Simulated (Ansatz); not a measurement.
# Si23BHO48: the cost of one run

Method: DFT PBE, scalar-relativistic, plane waves, PAW, in Ansatz 0.2.0.

## Step 1: Starting point

Symmetry: P1, No. 1, triclinic system. The conventional cell has a = 9.832 Å, b = 9.832 Å, c = 10.818 Å, α = 90.00°, β = 90.00°, γ = 120.00°. Si (site symmetry 1) is surrounded by 4 O at 1.62 to 1.63 Å. Si (site symmetry 1) has 4 O at 1.62 Å as nearest neighbours. O (site symmetry 1) is surrounded by 2 Si at 1.62 Å. O (site symmetry 1) has 2 Si at 1.62 to 1.63 Å as nearest neighbours. O (site symmetry 1) is surrounded by 2 Si at 1.63 Å. Only part of the 73 independent sites is listed.

Structure file:

```
CELL_PARAMETERS angstrom
9.83160 0.00000 0.00000
-4.91580 8.51441 0.00000
0.00000 0.00000 10.81820
ATOMIC_POSITIONS crystal
Si 0.26823 0.00417 0.16395
Si 0.00004 0.26905 0.33125
Si 0.23458 0.23881 0.99922
O 0.06508 0.19667 0.43529
O 0.29612 0.36798 0.10995
O 0.13885 0.43560 0.27844
O 0.20066 0.07204 0.05710
O 0.36890 0.30467 0.39756
O 0.42952 0.14463 0.22252
Si 0.26636 0.99945 0.66581
Si 0.00372 0.27529 0.82549
Si 0.22919 0.23559 0.50100
O 0.07647 0.21987 0.93685
O 0.26579 0.36089 0.61203
O 0.12922 0.43611 0.75544
O 0.20881 0.07261 0.55651
O 0.36774 0.29852 0.89152
O 0.43128 0.13532 0.72391
Si 0.26784 0.50438 0.16740
Si 0.00540 0.76494 0.33447
Si 0.23554 0.73653 0.99702
O 0.07082 0.70032 0.44469
O 0.30367 0.87447 0.10162
O 0.14169 0.92831 0.27566
O 0.20464 0.57303 0.05860
O 0.36598 0.79419 0.39469
O 0.43344 0.64117 0.22247
B 0.21117 0.46200 0.64544
Si 0.99943 0.76827 0.83300
Si 0.23454 0.72722 0.50438
O 0.06950 0.70861 0.94311
O 0.29302 0.86037 0.61229
O 0.13454 0.93285 0.77489
O 0.20855 0.56320 0.55898
O 0.36053 0.78744 0.88357
O 0.44952 0.62916 0.72949
Si 0.76768 0.00314 0.16429
Si 0.49974 0.27114 0.33524
Si 0.73831 0.23603 0.99734
O 0.56766 0.20397 0.44190
O 0.79484 0.36117 0.11102
O 0.63925 0.43470 0.27844
O 0.70828 0.06831 0.04995
O 0.86512 0.29733 0.39196
O 0.93135 0.14479 0.21763
Si 0.76568 0.99901 0.66621
Si 0.50067 0.26700 0.83230
Si 0.73178 0.23173 0.49970
O 0.57392 0.20909 0.94043
O 0.79121 0.36002 0.61172
O 0.62949 0.43462 0.77136
O 0.70357 0.06625 0.55524
O 0.86913 0.30388 0.88771
O 0.92977 0.13606 0.72258
Si 0.76928 0.49952 0.16821
Si 0.50296 0.77069 0.33290
Si 0.73774 0.73647 0.00439
O 0.57628 0.70966 0.43890
O 0.80131 0.86676 0.11421
O 0.63614 0.93672 0.27364
O 0.70983 0.57041 0.05807
O 0.87211 0.79836 0.39132
O 0.93519 0.63440 0.22466
Si 0.76644 0.50018 0.66502
Si 0.50510 0.76618 0.83613
Si 0.73840 0.73600 0.49828
O 0.57210 0.71197 0.95241
O 0.79607 0.86303 0.61063
O 0.63540 0.93240 0.77634
O 0.70742 0.56921 0.55378
O 0.86285 0.79644 0.89062
O 0.92925 0.63563 0.72467
H 0.47557 0.56722 0.74120
```

The structure rests on an entry of the Crystallography Open Database; cell or positions may have been set otherwise for this series.

## Step 2: Single point: Si23BHO48 defect cell, no spin

File input.yaml:

```yaml
crystal:
  lattice:
    - [9.8316, 0.0, 0.0]
    - [-4.9158, 8.514415, 0.0]
    - [0.0, 0.0, 10.8182]
  atoms:
    - { symbol: Si, position: [0.268229, 0.0041718, 0.163947] }
    - { symbol: Si, position: [4.197e-05, 0.269048, 0.331252] }
    - { symbol: Si, position: [0.234581, 0.238814, 0.99921695] }
    - { symbol: O, position: [0.065081, 0.196673, 0.435289] }
    - { symbol: O, position: [0.296117, 0.367979, 0.109947] }
    - { symbol: O, position: [0.138851, 0.435599, 0.27844] }
    - { symbol: O, position: [0.200663, 0.072044, 0.057104] }
    - { symbol: O, position: [0.368898, 0.304667, 0.39756] }
    - { symbol: O, position: [0.429523, 0.144627, 0.222519] }
    - { symbol: Si, position: [0.266364, 0.99944948, 0.665811] }
    - { symbol: Si, position: [0.0037187, 0.275294, 0.825492] }
    - { symbol: Si, position: [0.229188, 0.235589, 0.500998] }
    - { symbol: O, position: [0.076474, 0.219866, 0.936852] }
    - { symbol: O, position: [0.265793, 0.360894, 0.612031] }
    - { symbol: O, position: [0.129223, 0.436111, 0.755439] }
    - { symbol: O, position: [0.208811, 0.072613, 0.556509] }
    - { symbol: O, position: [0.367745, 0.298518, 0.891521] }
    - { symbol: O, position: [0.431278, 0.135317, 0.723908] }
    - { symbol: Si, position: [0.267841, 0.50438, 0.167402] }
    - { symbol: Si, position: [0.0054002, 0.76494, 0.334469] }
    - { symbol: Si, position: [0.235544, 0.736527, 0.9970162] }
    - { symbol: O, position: [0.070824, 0.70032, 0.444693] }
    - { symbol: O, position: [0.303673, 0.874469, 0.101623] }
    - { symbol: O, position: [0.141688, 0.92831, 0.275665] }
    - { symbol: O, position: [0.204642, 0.573029, 0.058604] }
    - { symbol: O, position: [0.365977, 0.794186, 0.394685] }
    - { symbol: O, position: [0.433442, 0.641171, 0.222472] }
    - { symbol: B, position: [0.211166, 0.462001, 0.645444] }
    - { symbol: Si, position: [0.9994333, 0.768269, 0.833003] }
    - { symbol: Si, position: [0.234542, 0.72722, 0.504375] }
    - { symbol: O, position: [0.069498, 0.708608, 0.943107] }
    - { symbol: O, position: [0.293017, 0.86037, 0.612286] }
    - { symbol: O, position: [0.134542, 0.932846, 0.774892] }
    - { symbol: O, position: [0.208547, 0.563203, 0.558977] }
    - { symbol: O, position: [0.360528, 0.787441, 0.883568] }
    - { symbol: O, position: [0.449522, 0.629156, 0.729492] }
    - { symbol: Si, position: [0.767681, 0.0031387, 0.164291] }
    - { symbol: Si, position: [0.49974, 0.271142, 0.335243] }
    - { symbol: Si, position: [0.738307, 0.236025, 0.9973402] }
    - { symbol: O, position: [0.567656, 0.20397, 0.441897] }
    - { symbol: O, position: [0.794843, 0.361167, 0.111022] }
    - { symbol: O, position: [0.639254, 0.434703, 0.278436] }
    - { symbol: O, position: [0.708279, 0.068307, 0.049947] }
    - { symbol: O, position: [0.865117, 0.297326, 0.391963] }
    - { symbol: O, position: [0.931352, 0.14479, 0.217625] }
    - { symbol: Si, position: [0.765679, 0.99900501, 0.666208] }
    - { symbol: Si, position: [0.500672, 0.267003, 0.832305] }
    - { symbol: Si, position: [0.731783, 0.231729, 0.499702] }
    - { symbol: O, position: [0.573918, 0.209087, 0.940432] }
    - { symbol: O, position: [0.791211, 0.360024, 0.611723] }
    - { symbol: O, position: [0.629494, 0.434616, 0.771359] }
    - { symbol: O, position: [0.70357, 0.066246, 0.555237] }
    - { symbol: O, position: [0.869132, 0.303876, 0.887712] }
    - { symbol: O, position: [0.929769, 0.136055, 0.722578] }
    - { symbol: Si, position: [0.769283, 0.499524, 0.168213] }
    - { symbol: Si, position: [0.502958, 0.770694, 0.332903] }
    - { symbol: Si, position: [0.737743, 0.736466, 0.004389] }
    - { symbol: O, position: [0.576281, 0.709664, 0.438902] }
    - { symbol: O, position: [0.801308, 0.86676, 0.114209] }
    - { symbol: O, position: [0.636144, 0.936719, 0.273641] }
    - { symbol: O, position: [0.709835, 0.570407, 0.058071] }
    - { symbol: O, position: [0.872112, 0.798362, 0.391317] }
    - { symbol: O, position: [0.93519, 0.634402, 0.224657] }
    - { symbol: Si, position: [0.766436, 0.500185, 0.665023] }
    - { symbol: Si, position: [0.505104, 0.766184, 0.836129] }
    - { symbol: Si, position: [0.738395, 0.735998, 0.498283] }
    - { symbol: O, position: [0.572102, 0.71197, 0.952414] }
    - { symbol: O, position: [0.796073, 0.863032, 0.61063] }
    - { symbol: O, position: [0.635398, 0.932398, 0.776344] }
    - { symbol: O, position: [0.70742, 0.569208, 0.553785] }
    - { symbol: O, position: [0.862848, 0.796441, 0.890624] }
    - { symbol: O, position: [0.929249, 0.635632, 0.724675] }
    - { symbol: H, position: [0.47556761, 0.56721581, 0.74120011] }
scf:
  occupations: { method: gaussian, width: 0.02 }
output:
  stress: false
  eigenvalues: true
kpoints:
  mp_grid: { grid: [1, 1, 1] }
hamiltonian:
  xc: pbe
```

Started as:

```
ansatz run input.yaml --threads 4 --pin off --max-ram 16384MiB --backend cpu --events-out ev --progress --plain --runs-dir out
```

Q: Estimate wall time and peak memory on 4 threads of Intel Xeon Platinum 8375C at 2.90GHz (Ice Lake), shared host.

About 5.3 s, with a peak of 1.1 GiB.
